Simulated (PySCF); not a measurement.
# C6H9Cl: the cost of one run

Programs: PySCF 2.14.0, with routines of our own; each step states its level. All values are computed. Atoms count from 0.

### Step 1. The system as given

16 atoms, charge 0, multiplicity 1; geometry from: GFN2-xTB.

### Step 2. Magnetic properties: GIAO B3LYP/pcSseg-1

The job: settings as JSON, then the geometry in Å.

```
{"job": {"kind": "mag", "xc": "B3LYP", "basis": "pcSseg-1", "isotopologues": 2}, "charge": 0, "multiplicity": 1}
C      1.759573    -0.221944    -0.602472
C      1.309383    -0.752775     0.715014
C      0.283839    -0.303586     1.430107
C     -0.614049     0.784678     1.045750
Cl    -0.626552     2.091669     2.210996
C     -1.405408     0.861700    -0.016914
C     -1.552085    -0.207468    -1.047519
H      1.610813    -0.966985    -1.384132
H      1.218176     0.681442    -0.866732
H      2.825650    -0.001544    -0.561070
H      1.905005    -1.564330     1.113286
H      0.094634    -0.716645     2.412888
H     -2.022189     1.738647    -0.155822
H     -2.606533    -0.447755    -1.177539
H     -1.172863     0.139734    -2.008390
H     -1.014992    -1.105895    -0.759813
```

With the program's defaults for keys left out, this is: GIAO B3LYP/pcSseg-1 magnetisability, rotational g tensor and spin-rotation constants, non-relativistic, gas phase.

On the command line:

```
$ OMP_NUM_THREADS=1 python excited_run.py task.json out
```

One launch serves the whole session: the jobs run in the order shown.

**Question.** How long does this first job take on 1 thread of Arm Neoverse V2, shared host, and how much memory does it need?

About 28 s, with a peak of 0.8 GiB.
